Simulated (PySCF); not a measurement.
**A gas-phase reaction: FGeH3O + H2Si → FGeH5OSi**

Wanted: the reaction energy for `[OH][GeH2][F]` + `[SiH2]` → `[OH][GeH]([F])[SiH3]`.

Computed with PySCF 2.14.0; each step states its level. No surroundings beyond the atoms listed, unless a continuum is named. Atoms count from 0, parts from 1.

### 1 The system as given

Each species was relaxed by itself at PBE0-D3(BJ)/def2-SVPD.

### 2 Energies of the species: wB97M-D3(BJ)/def2-TZVPD

What the job is given:

```
{"job": {"kind": "react", "xc": "wB97M-D3(BJ)", "basis": "def2-TZVPD"}, "charge": 0, "multiplicity": 1}
-1 FGeH3O charge 0 multiplicity 1
O      0.837120     1.138300    -0.120420
Ge    -0.101620    -0.311980     0.261790
F     -1.786520     0.053520    -0.071790
H      0.819010     1.403680    -1.044630
H      0.039620    -0.522070     1.765920
H      0.237280    -1.482340    -0.668400

-1 H2Si charge 0 multiplicity 1
Si     0.480430    -0.080540     0.526570
H     -0.397600     1.082420     0.049640
H     -0.071710    -0.993620    -0.574480

+1 FGeH5OSi charge 0 multiplicity 1
O      1.973340    -0.036690    -0.347410
Ge     0.523450    -0.260060     0.659980
F      0.589300     0.970890     1.925110
Si    -1.347680     0.221220    -0.732440
H      2.805830    -0.245990     0.086600
H      0.615960    -1.587370     1.438160
H     -2.575770     0.259580     0.111570
H     -1.116600     1.538020    -1.388200
H     -1.467790    -0.859680    -1.753230
```

With the program's defaults for keys left out, this is: wB97M-D3(BJ)/def2-TZVPD reaction energy of separated species, gas phase.

Started as:

```
OMP_NUM_THREADS=1 python cluster_run.py task.json out
```

One launch serves the whole session: the jobs run in the order shown.

What it wrote:

```text
species 1 (FGeH3O)
coarse grid: 25312 points
cycle   1  E = -2253.8961382111  dE = -5.359e-01  |g| = 1.059e+00  |ddm| = 1.820e+00
cycle   2  E = -2253.8324347618  dE =  6.370e-02  |g| = 1.325e+00  |ddm| = 1.194e+00
cycle   3  E = -2254.0616057004  dE = -2.292e-01  |g| = 5.134e-02  |ddm| = 6.072e-01
cycle   4  E = -2254.0619505355  dE = -3.448e-04  |g| = 3.167e-02  |ddm| = 4.937e-02
cycle   5  E = -2254.0620683925  dE = -1.179e-04  |g| = 5.303e-03  |ddm| = 1.893e-02
cycle   6  E = -2254.0620750897  dE = -6.697e-06  |g| = 8.251e-04  |ddm| = 6.786e-03
final grid: 51968 points
cycle   7  E = -2254.0619675840  dE = -4.626e-07  |g| = 5.423e-04  |ddm| = 2.220e-03
cycle   8  E = -2254.0619676182  dE = -3.417e-08  |g| = 5.666e-04  |ddm| = 6.858e-04
cycle   9  E = -2254.0619676666  dE = -4.842e-08  |g| = 7.810e-05  |ddm| = 2.812e-04
cycle  10  E = -2254.0619676706  dE = -3.944e-09  |g| = 3.176e-05  |ddm| = 1.418e-04
cycle  11  E = -2254.0619676709  dE = -3.524e-10  |g| = 1.102e-05  |ddm| = 4.301e-05
converged SCF energy = -2254.0619676709

species 2 (H2Si)
coarse grid: 11360 points
cycle   1  E = -290.6497170688  dE = -2.790e-01  |g| = 1.446e-01  |ddm| = 9.912e-01
cycle   2  E = -290.6558028677  dE = -6.086e-03  |g| = 6.003e-02  |ddm| = 2.088e-01
cycle   3  E = -290.6563253685  dE = -5.225e-04  |g| = 8.626e-03  |ddm| = 6.651e-02
cycle   4  E = -290.6563599177  dE = -3.455e-05  |g| = 2.007e-03  |ddm| = 1.939e-02
cycle   5  E = -290.6563638637  dE = -3.946e-06  |g| = 4.086e-04  |ddm| = 6.728e-03
final grid: 22672 points
cycle   6  E = -290.6563638028  dE = -2.290e-07  |g| = 1.909e-04  |ddm| = 1.640e-03
cycle   7  E = -290.6563638399  dE = -3.711e-08  |g| = 7.793e-05  |ddm| = 6.401e-04
cycle   8  E = -290.6563638461  dE = -6.249e-09  |g| = 3.371e-05  |ddm| = 2.554e-04
cycle   9  E = -290.6563638475  dE = -1.370e-09  |g| = 1.831e-06  |ddm| = 1.851e-04
cycle  10  E = -290.6563638475  dE = -4.263e-12  |g| = 5.326e-07  |ddm| = 8.045e-06
converged SCF energy = -290.6563638475

species 3 (FGeH5OSi)
coarse grid: 36672 points
cycle   1  E = -2544.6291008208  dE = -5.846e-01  |g| = 1.075e+00  |ddm| = 2.232e+00
cycle   2  E = -2544.5575809949  dE =  7.152e-02  |g| = 1.363e+00  |ddm| = 1.244e+00
cycle   3  E = -2544.8067560878  dE = -2.492e-01  |g| = 5.815e-02  |ddm| = 6.353e-01
cycle   4  E = -2544.8073442298  dE = -5.881e-04  |g| = 3.472e-02  |ddm| = 6.674e-02
cycle   5  E = -2544.8075060625  dE = -1.618e-04  |g| = 7.329e-03  |ddm| = 2.425e-02
cycle   6  E = -2544.8075200053  dE = -1.394e-05  |g| = 1.603e-03  |ddm| = 1.013e-02
cycle   7  E = -2544.8075211080  dE = -1.103e-06  |g| = 8.924e-04  |ddm| = 2.726e-03
final grid: 74640 points
cycle   8  E = -2544.8073224278  dE = -2.591e-07  |g| = 1.130e-03  |ddm| = 3.755e-03
cycle   9  E = -2544.8073223340  dE =  9.379e-08  |g| = 1.424e-03  |ddm| = 1.185e-03
cycle  10  E = -2544.8073226235  dE = -2.895e-07  |g| = 3.928e-05  |ddm| = 5.935e-04
cycle  11  E = -2544.8073226250  dE = -1.453e-09  |g| = 2.261e-05  |ddm| = 1.128e-04
cycle  12  E = -2544.8073226251  dE = -1.455e-10  |g| = 7.606e-06  |ddm| = 2.725e-05
converged SCF energy = -2544.8073226251

Reaction energy = -57.292 kcal/mol
```

Run time: 42 s. Hardware: 1 thread of Arm Neoverse N1, shared host; peak memory 0.79 GiB.

Species by species (with the dispersion term, which the log's SCF energies lack):

```tsv
ν	species	energy (Eh)	HOMO (eV)
-1	[OH][GeH2][F]	-2254.06566	-11.77
-1	[SiH2]	-290.65772	-9.06
+1	[OH][GeH]([F])[SiH3]	-2544.81468	-10.80
```

### 3 Energies of the species: PBE0-D3(BJ)/def2-TZVPD

The job, as its differences from that of step 2:

```diff
@@ -1,2 +1,2 @@
-{"job": {"kind": "react", "xc": "wB97M-D3(BJ)", "basis": "def2-TZVPD"}, "charge": 0, "multiplicity": 1}
+{"job": {"kind": "react", "xc": "PBE0", "basis": "def2-TZVPD", "disp": "d3bj"}, "charge": 0, "multiplicity": 1}
 -1 FGeH3O charge 0 multiplicity 1
```

Level: PBE0-D3(BJ)/def2-TZVPD reaction energy of separated species, gas phase.

What it wrote:

```text
species 1 (FGeH3O)
coarse grid: 25312 points
cycle   1  E = -2253.3937760158  dE = -4.231e-01  |g| = 1.134e+00  |ddm| = 1.838e+00
cycle   2  E = -2252.9961700382  dE =  3.976e-01  |g| = 1.931e+00  |ddm| = 1.573e+00
cycle   3  E = -2253.5704549222  dE = -5.743e-01  |g| = 1.548e-01  |ddm| = 1.045e+00
cycle   4  E = -2253.5735009057  dE = -3.046e-03  |g| = 5.887e-02  |ddm| = 1.133e-01
cycle   5  E = -2253.5738406511  dE = -3.397e-04  |g| = 1.697e-02  |ddm| = 3.213e-02
cycle   6  E = -2253.5738798858  dE = -3.923e-05  |g| = 5.737e-03  |ddm| = 1.027e-02
cycle   7  E = -2253.5738856518  dE = -5.766e-06  |g| = 5.846e-04  |ddm| = 3.269e-03
final grid: 51968 points
cycle   8  E = -2253.5738460768  dE = -1.050e-07  |g| = 6.076e-04  |ddm| = 1.414e-03
cycle   9  E = -2253.5738460215  dE =  5.538e-08  |g| = 8.536e-04  |ddm| = 7.339e-04
cycle  10  E = -2253.5738461301  dE = -1.087e-07  |g| = 1.054e-04  |ddm| = 4.343e-04
cycle  11  E = -2253.5738461317  dE = -1.624e-09  |g| = 2.017e-05  |ddm| = 6.434e-05
cycle  12  E = -2253.5738461318  dE = -3.820e-11  |g| = 4.106e-06  |ddm| = 1.179e-05
converged SCF energy = -2253.5738461318

species 2 (H2Si)
coarse grid: 2864 points
cycle   1  E = -290.4819255717  dE = -1.972e-01  |g| = 1.356e-01  |ddm| = 1.035e+00
cycle   2  E = -290.4851294126  dE = -3.204e-03  |g| = 7.527e-02  |ddm| = 2.319e-01
cycle   3  E = -290.4864294843  dE = -1.300e-03  |g| = 7.869e-03  |ddm| = 7.664e-02
cycle   4  E = -290.4864445595  dE = -1.508e-05  |g| = 5.299e-04  |ddm| = 8.321e-03
cycle   5  E = -290.4864446541  dE = -9.458e-08  |g| = 8.603e-05  |ddm| = 9.713e-04
final grid: 22672 points
cycle   6  E = -290.4862875705  dE = -2.025e-06  |g| = 5.859e-04  |ddm| = 3.954e-03
cycle   7  E = -290.4862876082  dE = -3.769e-08  |g| = 3.629e-04  |ddm| = 8.461e-04
cycle   8  E = -290.4862876266  dE = -1.842e-08  |g| = 1.137e-05  |ddm| = 3.032e-04
cycle   9  E = -290.4862876267  dE = -7.964e-11  |g| = 6.264e-06  |ddm| = 2.868e-05
converged SCF energy = -290.4862876267

species 3 (FGeH5OSi)
coarse grid: 36672 points
cycle   1  E = -2543.9740498677  dE = -4.811e-01  |g| = 1.143e+00  |ddm| = 2.229e+00
cycle   2  E = -2543.5316467857  dE =  4.424e-01  |g| = 1.991e+00  |ddm| = 1.618e+00
cycle   3  E = -2544.1555895329  dE = -6.239e-01  |g| = 1.659e-01  |ddm| = 1.093e+00
cycle   4  E = -2544.1591877692  dE = -3.598e-03  |g| = 6.450e-02  |ddm| = 1.229e-01
cycle   5  E = -2544.1595961362  dE = -4.084e-04  |g| = 1.784e-02  |ddm| = 3.606e-02
cycle   6  E = -2544.1596386285  dE = -4.249e-05  |g| = 7.059e-03  |ddm| = 1.181e-02
cycle   7  E = -2544.1596472165  dE = -8.588e-06  |g| = 7.954e-04  |ddm| = 4.062e-03
final grid: 74640 points
cycle   8  E = -2544.1595199585  dE = -2.263e-07  |g| = 9.198e-04  |ddm| = 3.740e-03
cycle   9  E = -2544.1595198388  dE =  1.196e-07  |g| = 1.303e-03  |ddm| = 1.261e-03
cycle  10  E = -2544.1595200865  dE = -2.477e-07  |g| = 1.467e-04  |ddm| = 6.797e-04
cycle  11  E = -2544.1595200901  dE = -3.598e-09  |g| = 2.952e-05  |ddm| = 1.014e-04
cycle  12  E = -2544.1595200902  dE = -8.095e-11  |g| = 3.772e-06  |ddm| = 1.761e-05
converged SCF energy = -2544.1595200902

Reaction energy = -63.868 kcal/mol
```

It took 23 s on 1 thread of Arm Neoverse N1, shared host; peak memory 0.71 GiB.

Reaction energy at this level: -63.87 kcal/mol.

### 4 Side by side

Energies in kcal/mol, with wall time:

```tsv
run	reaction	time
wB97M-D3(BJ)/def2-TZVPD	-57.29	42 s
PBE0-D3(BJ)/def2-TZVPD	-63.87	23 s
```

### 5 Summary of results

| quantity | value |
| --- | --- |
| reaction energy (wB97M-D3(BJ)/def2-TZVPD) | -57.29 kcal/mol |
| ΔH, ΔG at 298 K (xTB thermal terms) | -54.9, -44.9 kcal/mol |
| range of the reaction energy over the runs of this table | -63.87 to -57.29 kcal/mol |

The reaction is exothermic by 54.9 kcal/mol in the gas phase; dispersion gives -1.45, and xTB itself gave -63.23 for the electronic energy (xTB energies and thermal terms come from the earlier relaxation of each species, not shown). No barrier was sought. The reaction energy runs from -63.87 (PBE0-D3(BJ)/def2-TZVPD) to -57.29 kcal/mol (wB97M-D3(BJ)/def2-TZVPD).
